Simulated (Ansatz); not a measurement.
# C6H9Al: a ladder of functionals and wavefunction methods

Aim: compute C6H9Al with functionals from several rungs and with coupled cluster, and see how far each lands from CCSD(T) at the basis-set limit for the atomisation energy.

Program: Ansatz 0.2.0, Gaussian basis. Level of theory: functionals in def2-TZVPP, the program's frozen cores in correlated methods. These are calculated values, not measurements.

Plan: LDA (SPW92), PBE-D4, revPBE-D4, BLYP-D4, r2SCAN-D4, B97M-V, PBE0-D4, B3LYP-D4, r2SCANh-D4, r2SCAN0-D4, HSE06-D4, BHLYP-D4, CAM-B3LYP-D4, LC-ωPBE, ωB97X-V, ωB97M-V, B2PLYP, PBE-QIDH; CCSD(T)/def2-SVP; CCSD(T)/def2-TZVPP; MP2/def2-QZVPP; extrapolation to the limit; RPA on PBE.

### 1 The geometry

The geometry comes from an earlier relaxation with PBE0-D4 in a triple-zeta def2 set; it is a stationary point, not always the lowest conformer.

16 atoms, charge 0, spin multiplicity 1.

Atoms are counted from 1 here; the program's logs count them from 0.

Bond lengths: C1–C2 1.336 Å, C1–H8 1.088 Å, C1–H9 1.089 Å, C2–Al3 1.944 Å, C2–H10 1.091 Å, Al3–C4 1.944 Å, Al3–C6 1.944 Å, C4–C5 1.336 Å, C4–H11 1.091 Å, C5–H12 1.089 Å, C5–H13 1.088 Å, C6–C7 1.336 Å, C6–H14 1.091 Å, C7–H15 1.088 Å, C7–H16 1.089 Å. Angles: C2–C1–H8 122.0°, C2–C1–H9 123.0°, H8–C1–H9 115.0°, C1–C2–Al3 120.8°, C1–C2–H10 116.0°, Al3–C2–H10 123.3°, C2–Al3–C4 120.0°, C2–Al3–C6 120.0°, C4–Al3–C6 120.0°, Al3–C4–C5 120.8°, Al3–C4–H11 123.3°, C5–C4–H11 116.0°, C4–C5–H12 123.0°, C4–C5–H13 122.0°, H12–C5–H13 115.0°, Al3–C6–C7 120.8°, Al3–C6–H14 123.3°, C7–C6–H14 116.0° and more.

### 2 LDA

This LDA is Slater exchange with PW92 correlation.

Input file in.yaml:

```yaml
crystal:
  periodic: [false, false, false]
  atoms:
    - {symbol: C, position_ang: [-2.742251, 0.713875, 0.444501]}
    - {symbol: C, position_ang: [-1.538442, 1.184053, 0.105886]}
    - {symbol: Al, position_ang: [-0.001292, -0.001388, 0.002268]}
    - {symbol: C, position_ang: [-0.205649, -1.894070, 0.395808]}
    - {symbol: C, position_ang: [0.840474, -2.722540, 0.331475]}
    - {symbol: C, position_ang: [1.739868, 0.705922, -0.494636]}
    - {symbol: C, position_ang: [1.897595, 2.004338, -0.766887]}
    - {symbol: H, position_ang: [-2.906680, -0.337387, 0.672626]}
    - {symbol: H, position_ang: [-3.627568, 1.344168, 0.513640]}
    - {symbol: H, position_ang: [-1.484694, 2.253341, -0.102416]}
    - {symbol: H, position_ang: [-1.156791, -2.347020, 0.678352]}
    - {symbol: H, position_ang: [0.767633, -3.787957, 0.544596]}
    - {symbol: H, position_ang: [1.834991, -2.374470, 0.059413]}
    - {symbol: H, position_ang: [2.636716, 0.089789, -0.570128]}
    - {symbol: H, position_ang: [1.068071, 2.707242, -0.721597]}
    - {symbol: H, position_ang: [2.855222, 2.439505, -1.048699]}
basis:
  gaussian: {orbitals: def2-TZVPP}
hamiltonian: {xc: lda}
output: {orbitals: {seedname: orbitals}}
```

Run with:

```bash
$ ansatz run in.yaml --threads 2 --pin off --events-out ev --progress --plain --max-ram 32768MiB --backend cuda --devices 0, --max-vram 18GiB
```

Further steps of the session: PBE-D4 (GGA); revPBE-D4 (GGA); BLYP-D4 (GGA); r2SCAN-D4 (meta-GGA); B97M-V (meta-GGA); B3LYP-D4 (hybrid); r2SCANh-D4 (hybrid); r2SCAN0-D4 (hybrid); HSE06-D4 (hybrid); BHLYP-D4 (hybrid); CAM-B3LYP-D4 (range-separated); LC-ωPBE (range-separated); ωB97X-V (range-separated); ωB97M-V (range-separated); B2PLYP (double hybrid); PBE-QIDH (double hybrid); CCSD(T) in def2-SVP; CCSD(T) in def2-TZVPP; MP2 in def2-QZVPP; RPA on PBE orbitals.

Before running them: what should the planned runs give, taken together? Wanted: atomisation energy, CCSD(T)/CBS; farthest beyond LDA; mean size of error, GGA; mean size of error, meta-GGA; mean size of error, hybrid; mean size of error, range-separated; mean size of error, double hybrid; gap, smallest and largest; T1 diagnostic.

As calculated:

| quantity | value |
| --- | --- |
| atomisation energy, CCSD(T)/CBS | 1567.1 kcal/mol |
| functionals within 7.8 kcal/mol (0.5 %) | revPBE-D4, BLYP-D4, r2SCAN-D4, B97M-V, B3LYP-D4, r2SCANh-D4, CAM-B3LYP-D4, LC-ωPBE, ωB97X-V, ωB97M-V, PBE-QIDH |
| farthest beyond LDA | PBE-D4 (+37.3 kcal/mol) |
| mean size of error, GGA | 13.1 kcal/mol |
| mean size of error, meta-GGA | 7.0 kcal/mol |
| mean size of error, hybrid | 13.6 kcal/mol |
| mean size of error, range-separated | 3.9 kcal/mol |
| mean size of error, double hybrid | 6.6 kcal/mol |
| gap, smallest and largest | 3.91 eV (LDA (SPW92)), 11.06 eV (LC-ωPBE) |
| T1 diagnostic | 0.0117 |
| triples share of the correlation energy | 4.5 % |

**Reading.** The LDA atomisation energy is off by 209.4 kcal/mol (13 %): it overbinds. PBE-D4 is off by +37.3 kcal/mol. Double hybrids carry the basis error of their MP2 part in triple zeta, and no dispersion term here, so their miss is partly the set-up's. The rungs range-separated, double hybrid, meta-GGA miss on average by less than the doubt on the reference (7.8 kcal/mol), so they tie. The reference freezes the cores and leaves out relativity and excitations past (T), so misses under about 7.8 kcal/mol can't be ranked. Hartree-Fock recovers 75 % of the binding; the rest is correlation. CCSD(T) in def2-SVP is off by -62.3 kcal/mol, worse than the median functional, from the basis alone. The gap grows from 3.9 to 11.1 eV across the functionals, mostly with the share of exact exchange.
